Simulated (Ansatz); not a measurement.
# CdS3: the cost of one run

Method: DFT PBE, scalar-relativistic, plane waves, PAW, in Ansatz 0.2.0.

1 further run of the same task is left out (it didn't finish).

## (1) Starting point

The structure is tetragonal, space group P4/mmm (No. 123). The conventional cell has a = 3.072 Å, b = 3.072 Å, c = 10.111 Å, α = 90.00°, β = 90.00°, γ = 90.00°. Around Cd (site symmetry 4/mmm) lie 4 Cd at 3.07 Å and 8 S at 3.46 Å. S (site symmetry 4mm) is surrounded by 8 S at 3.07 to 3.21 Å and 4 Cd at 3.46 Å. Around S (site symmetry 4/mmm) lie 12 S at 3.07 to 3.21 Å.

Structure file:

```cif
data_structure
_symmetry_space_group_name_H-M 'P 1'
_symmetry_Int_Tables_number 1
_cell_length_a 3.0719
_cell_length_b 3.0719
_cell_length_c 10.1114
_cell_angle_alpha 90.000
_cell_angle_beta 90.000
_cell_angle_gamma 90.000
_cell_volume 95.41
loop_
_atom_site_label
_atom_site_type_symbol
_atom_site_fract_x
_atom_site_fract_y
_atom_site_fract_z
_atom_site_occupancy
Cd1 Cd 0.00000 0.00000 0.00000 1
S1 S 0.50000 0.50000 0.73428 1
S2 S 0.00000 0.00000 0.50000 1
S3 S 0.50000 0.50000 0.26572 1
```

A structure generator made this guess: species swapped into a database cell of TlIn3 (P4/mmm, No. 123), with Cd on the Tl sites and S on the In sites. Its size is a rough estimate.

## (2) Probe: one point on a coarse mesh

Contents of input.yaml:

```yaml
crystal:
  lattice:
    - [3.0718743, 0.0, 0.0]
    - [0.0, 3.0718743, 0.0]
    - [0.0, 0.0, 10.11135882]
  atoms:
    - { symbol: Cd, position: [0.0, 0.0, 0.0] }
    - { symbol: S, position: [0.5, 0.5, 0.73427552] }
    - { symbol: S, position: [0.0, 0.0, 0.5] }
    - { symbol: S, position: [0.5, 0.5, 0.26572448] }
basis:
  ecutwfc: 420
kpoints:
  mp_grid: { grid: [6, 6, 2] }
hamiltonian:
  xc: pbe
scf:
  occupations: { method: gaussian, width: 0.1 }
  lower_state_search: "off"
output:
  forces: true
  stress: true
  eigenvalues: true
```

Run with:

```bash
$ ansatz run input.yaml --threads 1 --pin off --max-ram 2560MiB --backend cpu --events-out ev --progress --plain --runs-dir out
```

Q: Estimate wall time and peak memory on 1 thread of Arm Neoverse N1, shared host.

About 4.6 s, with a peak of 0.34 GiB.
